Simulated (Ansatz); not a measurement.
**Pd (fcc type): a single-point run**

Aim: a sound single-point run of Pd (fcc type). The structure is shown as the input types it.

Program: Ansatz 0.2.0. Level of theory: DFT, LDA, PAW with Ansatz's default frozen-core files, scalar-relativistic (as first typed). These are calculated values, not measurements.

1 further run of the same task is left out (it didn't finish).

## (1) The starting structure

Symmetry: Fm-3m, No. 225, cubic system. Conventional cell: a = 3.842 Å, b = 3.842 Å, c = 3.842 Å, α = 90.00°, β = 90.00°, γ = 90.00°. Pd (site symmetry m-3m) is surrounded by 12 Pd at 2.72 Å.

Coordinates:

```cif
data_structure
_symmetry_space_group_name_H-M 'P 1'
_symmetry_Int_Tables_number 1
_cell_length_a 2.7166
_cell_length_b 3.8419
_cell_length_c 2.7166
_cell_angle_alpha 90.000
_cell_angle_beta 90.000
_cell_angle_gamma 90.000
_cell_volume 28.35
loop_
_atom_site_label
_atom_site_type_symbol
_atom_site_fract_x
_atom_site_fract_y
_atom_site_fract_z
_atom_site_occupancy
Pd1 Pd 0.00000 0.00000 0.00000 1
Pd2 Pd 0.50000 0.50000 0.50000 1
```

## (2) Input and run

Contents of input.yaml:

```yaml
crystal:
  lattice:
    - [-1.9209563988, 1.9209563988, 0.0]
    - [0.0, 0.0, 3.8419127976]
    - [1.9209563988, 1.9209563988, 0.0]
  atoms:
    - { symbol: Pd, position: [0.0, 0.0, 0.0] }
    - { symbol: Pd, position: [0.5, 0.5, 0.5] }
kpoints:
  mp_grid: { grid: [13, 10, 13] }
scf:
  occupations: { method: fermi_dirac, width: 0.1 }
  convergence: { dr2_threshold: 1.0e-14 }
  max_iter: 80
hamiltonian:
  xc: lda
  pseudopotentials: { kind: paw }
output:
  forces: true
  stress: true
  eigenvalues: true
```

Launch:

```
$ ansatz run input.yaml --threads 2 --pin off --max-ram 4096MiB --backend cpu --events-out ev --progress --plain --runs-dir out
```

Q: Will this input give a usable result? If not, why, and what should change?

This run ends as converged. Convergence says nothing about whether the input makes sense.

Look at the input: scf.convergence.dr2_threshold is 1.0e-14. What could go wrong: threshold needlessly tight. Once met, so tight a threshold does no harm; it costs cycles.

Run again and compare: delete scf.convergence.dr2_threshold (the default then holds).
